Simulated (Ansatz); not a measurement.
## Ge3Pd, space group Pm-3m: an equation of state with a fit, step by step

Program: Ansatz's Python interface.

Notebook, run cell by cell (the value of a cell's last expression is shown):

```python
import warnings

import ansatz as az
from ase.eos import EquationOfState
from ase.units import GPa
import numpy as np
```

```python
vectors0 = np.array([
    [4.142023, 0.0, 0.0],
    [0.0, 4.142023, 0.0],
    [0.0, 0.0, 4.142023],
])
sites = [
    ("Ge", [0.0, 0.5, 0.5]),
    ("Ge", [0.5, 0.0, 0.5]),
    ("Ge", [0.5, 0.5, 0.0]),
    ("Pd", [0.0, 0.0, 0.0]),
]
```

```python
def build(cell):
    crystal = az.Crystal(lattice=az.Lattice.of(cell))
    for symbol, position in sites:
        crystal = crystal.atom(symbol, position)
    return crystal
```

```python
warnings.simplefilter("ignore", az.DeckWarning)

# scale the volume, keep shape and fractions
volumes, energies, pressures = [], [], []
for scale in np.linspace(0.88, 1.12, 7):
    cell = vectors0 * scale ** (1 / 3)
    model = (
        build(cell).calculation()
        .functional("lda")
        .pseudopotentials("paw")
        .basis(420, density_ratio=4)
        .occupations("Fermi-Dirac")
        .scf(tolerance=1e-09, extra_bands=16)
        .kpoints(6, 6, 6)
        .stress()
    )
    r = model.run(threads=1).report
    volumes.append(abs(np.linalg.det(cell)) / len(sites))
    energies.append(r["free_energy_ev"] / len(sites))
    pressures.append(np.trace(r["stress_gpa"]) / 3)
    print(f"V = {volumes[-1]:8.4f} A^3/atom  F = {energies[-1]:.5f} eV/atom  P = {pressures[-1]:8.3f} GPa")
```

    V =  15.6336 A^3/atom  F = -4872.85368 eV/atom  P =    6.777 GPa
    V =  16.3443 A^3/atom  F = -4872.87084 eV/atom  P =    1.190 GPa
    V =  17.0549 A^3/atom  F = -4872.86599 eV/atom  P =   -3.202 GPa
    V =  17.7655 A^3/atom  F = -4872.84381 eV/atom  P =   -6.661 GPa
    V =  18.4761 A^3/atom  F = -4872.80803 eV/atom  P =   -9.362 GPa
    V =  19.1867 A^3/atom  F = -4872.76169 eV/atom  P =  -11.442 GPa
    V =  19.8974 A^3/atom  F = -4872.70722 eV/atom  P =  -13.046 GPa

```python
eos = EquationOfState(volumes, energies, eos="sj")
v0, e0, bulk = eos.fit()
print(f"V0 = {v0:.4f} A^3/atom, E0 = {e0:.5f} eV/atom, B = {bulk / GPa:.1f} GPa")
eos.plot("eos.png")
```

    V0 = 16.5201 A^3/atom, E0 = -4872.87151 eV/atom, B = 108.4 GPa
    <Axes: title={'center': 'sj: E: -4872.872 eV, V: 16.520 Å$^3$, B: 108.410 GPa'}, xlabel='volume [Å$^3$]', ylabel='energy [eV]'>

A third-order Birch-Murnaghan fit through the 7 points (the script's own form differs a little) has its minimum at 16.52 Å³ an atom, 7.0 % below the typed cell, with a bulk modulus of 109 GPa and dB/dP = 4.7. From that minimum the energy rises by 17.8 meV an atom on the compressed side and 164.3 meV on the expanded side. The window is off centre, so dB/dP is rough.

The settings weren't tested for convergence. For a metal this k-point mesh is coarse: on a finer one energies can move by several to tens of meV an atom and pressures by half a GPa or more, differences at one mesh by less. The program warned that this SCF threshold is loose for forces or stresses. Pressure is positive in compression. At these settings the cell as given stands under about -7 GPa, so it isn't at this functional's equilibrium volume. The structure comes from a database of computed cells and needn't be a stable or known phase. The script silences the warnings on its input, which a real study should read. Run time: 25 s on 1 thread of Arm Neoverse V1 (shared host), peak memory 0.44 GiB.
